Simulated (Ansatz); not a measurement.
# BFH7NSi2: one species, many methods

An exercise on one series of results from a longer session: the logs are not shown, and one member is left open.

Method: functionals in def2-TZVPP, the program's frozen cores in correlated methods; program: Ansatz 0.2.0, Gaussian basis.

Plan: PBE-D4, r2SCAN-D4, PBE0-D4, B3LYP-D4, ωB97X-V, ωB97M-V, B2PLYP; CCSD(T)/def2-TZVPP; MP2/def2-QZVPP; extrapolation to the limit.

## Structure used throughout

The geometry comes from an earlier relaxation with PBE0-D4 in a triple-zeta def2 set; it is a stationary point, not always the lowest conformer.

SMILES `BN([SiH3])[SiH2]F`, 12 atoms, charge 0, spin multiplicity 1.

Atoms are counted from 1 here; the program's logs count them from 0.

Bond lengths: B1–N2 1.414 Å, B1–H6 1.198 Å, B1–H7 1.201 Å, N2–Si3 1.761 Å, N2–Si4 1.732 Å, Si3–H8 1.485 Å, Si3–H9 1.482 Å, Si3–H10 1.483 Å, Si4–F5 1.597 Å, Si4–H11 1.480 Å, Si4–H12 1.476 Å. Angles: N2–B1–H6 120.3°, N2–B1–H7 119.1°, H6–B1–H7 120.6°, B1–N2–Si3 117.3°, B1–N2–Si4 121.0°, Si3–N2–Si4 121.8°, N2–Si3–H8 107.6°, N2–Si3–H9 110.1°, N2–Si3–H10 110.0°, H8–Si3–H9 109.7°, H8–Si3–H10 109.7°, H9–Si3–H10 109.7°, N2–Si4–F5 109.5°, N2–Si4–H11 109.9°, N2–Si4–H12 109.3°, F5–Si4–H11 106.5°, F5–Si4–H12 108.4°, H11–Si4–H12 113.2°.

The first run:

The input, in.yaml:

```yaml
crystal:
  periodic: [false, false, false]
  atoms:
    - {symbol: B, position_ang: [0.804509, 1.438755, -0.167052]}
    - {symbol: N, position_ang: [0.137087, 0.198020, -0.052499]}
    - {symbol: Si, position_ang: [0.152424, -0.583804, 1.525603]}
    - {symbol: Si, position_ang: [-0.682742, -0.501248, -1.408072]}
    - {symbol: F, position_ang: [-2.261566, -0.372605, -1.201389]}
    - {symbol: H, position_ang: [0.812414, 2.026581, -1.210349]}
    - {symbol: H, position_ang: [1.366930, 1.891092, 0.792967]}
    - {symbol: H, position_ang: [-0.635949, -1.837470, 1.413268]}
    - {symbol: H, position_ang: [-0.462786, 0.304509, 2.539604]}
    - {symbol: H, position_ang: [1.545930, -0.902811, 1.919690]}
    - {symbol: H, position_ang: [-0.386247, -1.949149, -1.483941]}
    - {symbol: H, position_ang: [-0.312904, 0.232929, -2.633729]}
basis:
  gaussian: {orbitals: def2-TZVPP}
hamiltonian: {xc: pbe, dispersion: d4}
output: {forces: true, orbitals: {seedname: orbitals}}
```

Launch:

```console
> ansatz run in.yaml --threads 4 --pin off --events-out ev --progress --plain --max-ram 10444MiB
```

Among the steps run: PBE-D4 (GGA); r2SCAN-D4 (meta-GGA); PBE0-D4 (hybrid); B3LYP-D4 (hybrid); ωB97X-V (range-separated); ωB97M-V (range-separated); B2PLYP (double hybrid); CCSD(T) in def2-TZVPP; MP2 in def2-QZVPP.

One of the session's tables, all rows but one given; the rest of the session is left out.

| method | atomisation energy (kcal/mol) |
| --- | --- |
| PBE-D4 | 1000.8 |
| r2SCAN-D4 | 1001.2 |
| PBE0-D4 | ? |
| B3LYP-D4 | 1005.1 |
| ωB97X-V | 1009.7 |
| ωB97M-V | 1007.3 |
| B2PLYP | 993.8 |
| HF/def2-TZVPP | 762.9 |
| MP2/def2-TZVPP | 988.1 |
| CCSD/def2-TZVPP | 966.6 |
| CCSD(T)/def2-TZVPP | 977.3 |
| MP2/CBS | 1015.0 |
| CCSD(T)/CBS | 1004.2 |

Q: Estimate the row for PBE0-D4 from the others.

**Answer.** atomisation energy (kcal/mol): 991.8. In the column «atomisation energy (kcal/mol)» it lies between MP2/def2-TZVPP (988.1) and B2PLYP (993.8).

Caveats from the session: Free atoms (1 B, 1 N, 2 Si, 1 F, 7 H) were run apart at each level; the atomisation energy is their sum less the molecule, without zero-point or spin-orbit terms.
